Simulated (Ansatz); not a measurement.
# HfN (rocksalt): zero-pressure volume and bulk modulus with PBEsol + D3(BJ)

One table from this session's results is given with a row withheld; the runs are named, their logs left out.

Program: Ansatz 0.2.0. Level of theory: DFT PBEsol + D3(BJ), scalar-relativistic, plane waves, PAW. These are calculated values, not measurements.

## The system as given

The structure is cubic, space group Fm-3m (No. 225). Conventional cell: a = 4.518 Å, b = 4.518 Å, c = 4.518 Å, α = 90.00°, β = 90.00°, γ = 90.00°. Around Hf (site symmetry m-3m) lie 6 N at 2.26 Å. N (site symmetry m-3m) has 6 Hf at 2.26 Å in its first shell of neighbours.

As a file:

```xyz
2
Lattice="0.0000 2.2590 2.2590 2.2590 0.0000 2.2590 2.2590 2.2590 0.0000" Properties=species:S:1:pos:R:3 pbc="T T T"
Hf    2.2590    2.2590    2.2590
N     0.0000    0.0000    0.0000
```

An earlier run on this cell at PBE gave 5.44 GPa at 11.528 Å³/atom (10×10×10 mesh), metallic. The cell is compressed at this level.

The first run:

input.yaml reads:

```yaml
crystal:
  lattice:
    - [0.0, 2.2590026142, 2.2590026142]
    - [2.2590026142, 0.0, 2.2590026142]
    - [2.2590026142, 2.2590026142, 0.0]
  atoms:
    - { symbol: Hf, position: [0.5, 0.5, 0.5] }
    - { symbol: "N", position: [0.0, 0.0, 0.0] }
basis:
  ecutwfc: 420
  ecutrho_ratio: 4
kpoints:
  mp_grid: { grid: [10, 10, 10] }
hamiltonian:
  xc: pbesol
  dispersion: d3bj
scf:
  occupations: { method: gaussian, width: 0.05 }
output:
  forces: true
  stress: true
  eigenvalues: true
```

On the command line:

```
> ansatz run input.yaml --threads 4 --pin off --max-ram 8192MiB --backend cpu --events-out ev --progress --plain --runs-dir out
```

Steps of the session up to this table: At the given cell; Stepping to 10.877 Å³/atom; Stepping to 11.181 Å³/atom; Volume × 0.98 of the new zero; Volume × 1.02 of the new zero; Volume × 0.96 of the new zero; Volume × 1.04 of the new zero.

One table of the session follows, with a row left open; its other results are not shown here.

It belongs to the step «Energy and pressure against volume». 

```
volume (Å³/atom)  energy (meV/atom)  pressure (GPa)
          10.734              17.98           13.25
          10.958               4.34            6.29
          11.181               0.00            0.03
          11.405                  ?               ?
          11.628              15.35          -10.68
```

**Question.** Estimate the row for volume (Å³/atom) = 11.405.

Worked estimate for «energy (meV/atom)». A straight line through the neighbours (11.181, 0.00) and (11.628, 15.35) gives 0.00 + (15.35 − 0.00) × (11.405 − 11.181) / (11.628 − 11.181) = 7.69; a parabola fitted to 3 rows on both sides gives 3.68.

As computed: energy (meV/atom): 3.94; pressure (GPa): -5.61. In «energy (meV/atom)» the line misses by +3.75 and the parabola by -0.26.
